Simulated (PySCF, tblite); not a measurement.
# C4H12BOPSi: geometry, infrared bands and NMR shifts

What infrared bands and NMR shifts should C4H12BOPSi (`[BH3-][P@+]1(C)C([SiH3])=C1OC`) show?

Programs: tblite 0.8.0 and PySCF 2.14.0, with density-fitted response routines of our own. Each step states its level of theory. These are calculated values for one molecule in the gas phase, unless marked as measured. Atoms count from 0, in the outputs and in this text.

## 1. The molecule as given

20 atoms, charge 0, multiplicity 1; geometry from: force field or distance geometry start.

Bonds of the start (Å): B0–P1 1.88, P1–C2 1.83, P1–C3 1.69, C3–Si4 1.84, C3–C5 1.46, C5–O6 1.40, O6–C7 1.41, C5–P1 1.68, B0–H8 1.19, B0–H9 1.20, B0–H10 1.19, C2–H11 1.10, C2–H12 1.11, C2–H13 1.11, Si4–H14 1.47, Si4–H15 1.47, Si4–H16 1.48, C7–H17 1.10, C7–H18 1.11, C7–H19 1.11.

## 2. Optimising the geometry with GFN2-xTB

The job: settings as JSON, then the geometry in Å.

```
{"job": {"kind": "relax", "xc": "GFN2-xTB", "basis": "xTB"}, "charge": 0, "multiplicity": 1}
B     -1.925300    -0.373100    -1.142100
P     -0.718800    -0.217600     0.287800
C     -0.481600    -1.584100     1.480400
C      0.037100     1.257200     0.607300
Si    -0.028300     2.874500     1.473600
C      0.773400     0.331400    -0.255600
O      1.921000     0.089700    -1.011400
C      2.086400    -1.133000    -1.703400
H     -1.507100    -1.150700    -1.937800
H     -2.988400    -0.753900    -0.726300
H     -2.075300     0.692500    -1.659000
H     -0.071700    -2.463600     0.951900
H      0.196500    -1.263500     2.294700
H     -1.468200    -1.851000     1.914800
H      1.107100     2.997100     2.392900
H     -1.288900     2.982700     2.230300
H      0.042600     3.955100     0.469400
H      3.052800    -1.136300    -2.238700
H      2.062700    -1.985000    -0.987300
H      1.268800    -1.257600    -2.444500
```

On the command line:

```sh
> OMP_NUM_THREADS=1 python probes_run.py task.json out
```

The driver reads the jobs from task.json and runs them one after another.

**Question.** This job is followed by: GFN2-xTB harmonic vibrations, gas phase; GIAO PBE0/pcSseg-1 NMR shielding, non-relativistic, gas phase. Predict these results of the whole session: strongest single infrared mode (GFN2-xTB); zero-point energy (GFN2-xTB); ¹³C shifts against TMS (PBE0/pcSseg-1); ¹H shifts against TMS (PBE0/pcSseg-1, means over atoms taken as alike); ¹¹B shifts against BF3·OEt2 (PBE0/pcSseg-1); ³¹P shifts against H3PO4 (PBE0/pcSseg-1); ²⁹Si shifts against TMS (PBE0/pcSseg-1); ¹⁷O shifts against H2O (PBE0/pcSseg-1).

As calculated:

| quantity | value |
| --- | --- |
| strongest single infrared mode (GFN2-xTB) | 1756 cm⁻¹, 427 km/mol |
| zero-point energy (GFN2-xTB) | 89.1 kcal/mol |
| ¹³C shifts against TMS (PBE0/pcSseg-1) | 184.2, 93.8, 63.0, 25.8 ppm |
| ¹H shifts against TMS (PBE0/pcSseg-1, means over atoms taken as alike) | 4.42, 4.20, 1.43, 1.18 ppm |
| ¹¹B shifts against BF3·OEt2 (PBE0/pcSseg-1) | -43.8 ppm |
| ³¹P shifts against H3PO4 (PBE0/pcSseg-1) | -119.4 ppm |
| ²⁹Si shifts against TMS (PBE0/pcSseg-1) | -89.9 ppm |
| ¹⁷O shifts against H2O (PBE0/pcSseg-1) | 122.9 ppm |

What this shows: The optimisation took 99 steps and gained 1.312 eV; among the close pairs (by a distance rule), P1–C3 changed most, from 1.688 to 1.844 Å. The lowest mode is imaginary (43i cm⁻¹), so the xTB geometry is not a minimum. The strongest single mode, at 1756 cm⁻¹, moves mainly C5 and C3. Unscaled tight-binding wavenumbers are off by several per cent, some by more. Its intensities can rank the bands wrongly. The most deshielded carbon is C5 (alkene carbon bearing oxygen), at 184.2 ppm: an sp2 carbon further deshielded by the attached heteroatom. At PBE0/pcSseg-1: The largest span, 611 ppm, is at P1, where the paramagnetic term is -531 ppm.
